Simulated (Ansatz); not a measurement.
# AgBrF₃P: from a rough start to a stationary point

What shape does AgBrF₃P take? The plan is to relax it, then compute its harmonic vibrations to see whether it is a minimum and to get the zero-point energy and entropy, and look at its orbitals and charge.

Computed with Ansatz 0.2.0, Gaussian basis. Level: RKS PBE0-D4/def2-TZVP.

Levels to be run: relaxation at PBE0-D4/def2-TZVP; harmonic vibrations at the same level; a single point in def2-TZVPP for the fields.

### 1 Starting geometry

SMILES `F[P+](F)(F)[Ag-][Br]`, 6 atoms, charge 0, spin multiplicity 1.

Atoms are counted from 1 here; the program's logs count them from 0.

Bond lengths: F1–P2 1.579 Å, P2–F3 1.580 Å, P2–F4 1.579 Å, P2–Ag5 2.484 Å, Ag5–Br6 2.347 Å. Angles: F1–P2–F3 95.5°, F1–P2–F4 95.5°, F1–P2–Ag5 120.9°, F3–P2–F4 95.5°, F3–P2–Ag5 122.1°, F4–P2–Ag5 120.7°, P2–Ag5–Br6 179.3°.

As a file:

```xyz
6

F     0.7603   -0.9409    1.7270
P     0.4526   -0.6379    0.2084
F     0.0679   -2.1229   -0.1689
F     1.9531   -0.7421   -0.2736
Ag   -0.9572    1.2989   -0.4472
Br   -2.2768    3.1449   -1.0457
```

The start is a GFN2-xTB geometry. Ag takes the def2 core potential; no spin-orbit term is included.

### 2 Geometry optimisation, PBE0-D4/def2-TZVP

Contents of in.yaml:

```yaml
crystal:
  periodic: [false, false, false]
  atoms:
    - {symbol: F, position_ang: [0.760330, -0.940940, 1.727030]}
    - {symbol: P, position_ang: [0.452620, -0.637850, 0.208380]}
    - {symbol: F, position_ang: [0.067930, -2.122910, -0.168870]}
    - {symbol: F, position_ang: [1.953080, -0.742150, -0.273570]}
    - {symbol: Ag, position_ang: [-0.957190, 1.298910, -0.447250]}
    - {symbol: Br, position_ang: [-2.276770, 3.144940, -1.045710]}
basis:
  gaussian: {orbitals: def2-TZVP}
hamiltonian: {xc: pbe0, dispersion: d4}
relax: {f_tol: 0.005, max_steps: 150}
```

Command:

```bash
$ ansatz run in.yaml --threads 4 --pin off --events-out ev --progress --plain --max-ram 11315MiB
```

After this run come: Force constants and modes; Orbitals, density and potential.

**Question.** What will the summary of the whole plan be? Wanted: point group; shift from the start; total energy; dispersion term; dipole moment; lowest, highest wavenumber; zero-point energy; HOMO, LUMO.

As calculated:

| quantity | value |
| --- | --- |
| point group | C3v |
| steps | 6 |
| shift from the start (rms) | 0.121 Å |
| total energy | -91475.3721 eV |
| dispersion term | -159 meV |
| dipole moment | 5.77 D |
| lowest, highest wavenumber | 45, 944 cm⁻¹ |
| zero-point energy | 7.0 kcal/mol |
| entropy at 298.15 K | 390.7 J/(mol K) |
| HOMO, LUMO | -7.27, -1.87 eV |

The relaxed geometry lies 0.12 Å (rms) from the start; the bond that changed most is P2–Ag5, from 2.484 to 2.290 Å. No mode is imaginary: a true minimum at this level. The stiffest mode, 944 cm⁻¹, is a P–F stretch, and 5 modes under 200 cm⁻¹ make the vibrational entropy uncertain. The largest Mulliken charge, +0.87 e, sits on P2. The HOMO lies mostly on Br6 92 %; Ag5 7 % and the LUMO on P2 36 %; Ag5 31 %.
